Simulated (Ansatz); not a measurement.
# Al2C: the cost of one run

Computed with Ansatz 0.2.0 (DFT PBE, scalar-relativistic, plane waves, PAW, unless a step's input says otherwise).

6 further runs of the same task are left out: 1 that didn't finish, 5 set aside as unsound or not needed.

## Step 1: The system as given

Symmetry: P6/mmm, No. 191, hexagonal system. Conventional cell: a = 3.354 Å, b = 3.354 Å, c = 3.622 Å, α = 90.00°, β = 90.00°, γ = 120.00°. Al (site symmetry -6m2) has 3 Al at 1.94 Å and 6 C at 2.65 Å as nearest neighbours. C (site symmetry 6/mmm) has 12 Al at 2.65 Å as nearest neighbours.

Coordinates:

```xyz
3
Lattice="3.3544 0.0000 0.0000 -1.6772 2.9050 0.0000 0.0000 0.0000 3.6218" Properties=species:S:1:pos:R:3 pbc="T T T"
Al    0.0000    1.9367    1.8109
Al    1.6772    0.9683    1.8109
C     0.0000    0.0000    0.0000
```

This is candidate A: AlB2 type (P6/mmm, No. 191).

(A quick probe on a coarse mesh, which set the mesh and smearing, is not shown.)

## Step 3: Coarse relaxation (candidate A)

File input.yaml:

```yaml
crystal:
  lattice:
    - [3.3543762965, 0.0, 0.0]
    - [-1.6771881482, 2.9049750866, 0.0]
    - [0.0, 0.0, 3.6218348716]
  atoms:
    - { symbol: Al, position: [0.3333333333, 0.6666666667, 0.5] }
    - { symbol: Al, position: [0.6666666667, 0.3333333333, 0.5] }
    - { symbol: C, position: [0.0, 0.0, 0.0] }
basis:
  ecutwfc: 420
kpoints:
  mp_grid: { grid: [6, 6, 6] }
hamiltonian:
  xc: pbe
scf:
  occupations: { method: gaussian, width: 0.1 }
  lower_state_search: "off"
output:
  forces: true
  stress: true
  eigenvalues: true
relax:
  adjacent_minimum: "off"
  f_tol: 0.04
  max_steps: 70
  cell: { stress_tol: 0.4 }
```

Command:

```console
$ ansatz run input.yaml --threads 1 --pin off --max-ram 2560MiB --backend cpu --events-out ev --progress --plain --runs-dir out
```

**Question.** How long does this run take on 1 thread of Arm Neoverse N1, shared host, and how much memory does it need?

About 25 s, with a peak of 0.28 GiB.
